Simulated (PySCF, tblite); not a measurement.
# C₆H₈BF₂N: geometry, infrared bands, NMR shifts and electronic excitations

Wanted: the infrared bands, NMR shifts and electronic excitations of C₆H₈BF₂N (`C=N[C@]12C[C@](B(F)F)(C1)C2`), by calculation.

Computed with tblite 0.8.0 and PySCF 2.14.0, with density-fitted response routines of our own, on a single molecule in the gas phase. Atoms count from 0, in the outputs and in this text.

### 1 The molecule as given

18 atoms, charge 0, multiplicity 1; geometry from: force field or distance geometry start.

Bonds of the start (Å): C0–N1 1.27, N1–C2 1.29, C2–C3 1.48, C3–C4 1.52, C4–B5 1.46, B5–F6 1.44, B5–F7 1.45, C4–C8 1.49, C4–C9 1.49, C8–C2 1.54, C9–C2 1.53, C0–H10 1.09, C0–H11 1.09, C3–H12 1.10, C3–H13 1.11, C8–H14 1.09, C8–H15 1.13, C9–H16 1.10, C9–H17 1.10.

### 2 Geometry optimisation with GFN2-xTB

The job: settings as JSON, then the geometry in Å.

```
{"job": {"kind": "relax", "xc": "GFN2-xTB", "basis": "xTB"}, "charge": 0, "multiplicity": 1}
C      3.032300    -0.567600     0.058500
N      1.965100    -0.245400    -0.539600
C      0.705500    -0.055400    -0.353900
C     -0.140100     0.163600     0.843200
C     -1.159000     0.189500    -0.279900
B     -2.594300     0.394000    -0.143300
F     -3.532300    -0.629700     0.252000
F     -3.219500     1.673100    -0.435100
C     -0.427700    -0.980700    -0.832600
C     -0.152900     1.046900    -0.975700
H      3.967700    -0.625900    -0.496700
H      2.981700    -0.780800     1.127400
H     -0.107500     1.138700     1.357100
H     -0.353300    -0.718500     1.488700
H     -0.417800    -1.141500    -1.909100
H     -0.448600    -1.893200    -0.174700
H     -0.108400     1.014700    -2.071800
H      0.000200     2.024600    -0.495900
```

Command:

```sh
> OMP_NUM_THREADS=1 python probes_run.py task.json out
```

This one command runs all jobs of the session in turn.

**Question.** This job is followed by: GFN2-xTB harmonic vibrations, gas phase; PBE0-D3(BJ)/def2-SVP geometry optimisation, gas phase; GIAO PBE0/pcSseg-1 NMR shielding, non-relativistic, gas phase; TDDFT B3LYP/def2-SVPD, vertical, gas phase, core orbitals frozen in the response; GIAO KT3/pcSseg-1 NMR shielding, non-relativistic, gas phase. Predict these results of the whole session: strongest single infrared mode (GFN2-xTB); zero-point energy (GFN2-xTB); point group; rotational constants (main isotopes); 13C shifts against TMS (PBE0/pcSseg-1, means over atoms taken as alike); 1H shifts against TMS (PBE0/pcSseg-1, means over atoms taken as alike); 15N shifts against NH3 (PBE0/pcSseg-1); 11B shifts against BF3·OEt2 (PBE0/pcSseg-1); 19F shifts against CFCl3 (PBE0/pcSseg-1, means over atoms taken as alike); lowest singlet (B3LYP/def2-SVPD); brightest single state of those computed; lowest triplet; vertical ionisation energy (ΔSCF); range of the shift of N1.

The runs gave:

| quantity | value |
| --- | --- |
| strongest single infrared mode (GFN2-xTB) | 1265 cm⁻¹, 384 km/mol |
| zero-point energy (GFN2-xTB) | 84.4 kcal/mol |
| point group | C1 |
| rotational constants (main isotopes) | 3.58, 0.72, 0.68 GHz |
| 13C shifts against TMS (PBE0/pcSseg-1, means over atoms taken as alike) | 157.1, 62.6, 54.4, 17.3 ppm |
| 1H shifts against TMS (PBE0/pcSseg-1, means over atoms taken as alike) | 7.42, 7.27, 1.86 ppm |
| 15N shifts against NH3 (PBE0/pcSseg-1) | 417.1 ppm |
| 11B shifts against BF3·OEt2 (PBE0/pcSseg-1) | 27.0 ppm |
| 19F shifts against CFCl3 (PBE0/pcSseg-1, means over atoms taken as alike) | -69.0 ppm |
| lowest singlet (B3LYP/def2-SVPD) | 4.72 eV (263 nm), f = 0.002 |
| brightest single state of those computed | state 5, 6.99 eV, f = 0.183 |
| lowest triplet | 4.00 eV |
| vertical ionisation energy (ΔSCF) | 9.44 eV |
| range of the shift of N1 | 380.9 to 417.1 ppm |

In words: Relaxing lowered the energy by 1.679 eV in 86 steps; the close pair that moved most is B5–F7, from 1.453 to 1.318 Å (GFN2-xTB). No mode is imaginary among the 48: a minimum at this level. The strongest single mode, at 1265 cm⁻¹, moves mainly B5. Unscaled tight-binding wavenumbers are off by several per cent, some by more. Its intensities can rank the bands wrongly. Over 20 steps the energy fell by 0.178 eV; of the close pairs, C0–H10 changed most, 1.047 to 1.099 Å (PBE0/def2-SVP). At PBE0/pcSseg-1: The widest tensor belongs to N1: span 748 ppm, with a paramagnetic part of -478 ppm. The first singlet state (HOMO→LUMO 0.99) lies at 4.72 eV and is weak; of the 10 states computed, the strongest absorption comes from state 5 at 6.99 eV. The lowest triplet lies 0.72 eV below the lowest singlet (triplets in Tamm-Dancoff, singlets in full TDDFT). ΔSCF puts the ionisation energy at 9.44 eV, 2.18 eV above −ε(HOMO). Across the 2 runs the shift of N1 moves most, between 380.9 (KT3/pcSseg-1) and 417.1 ppm (PBE0/pcSseg-1).
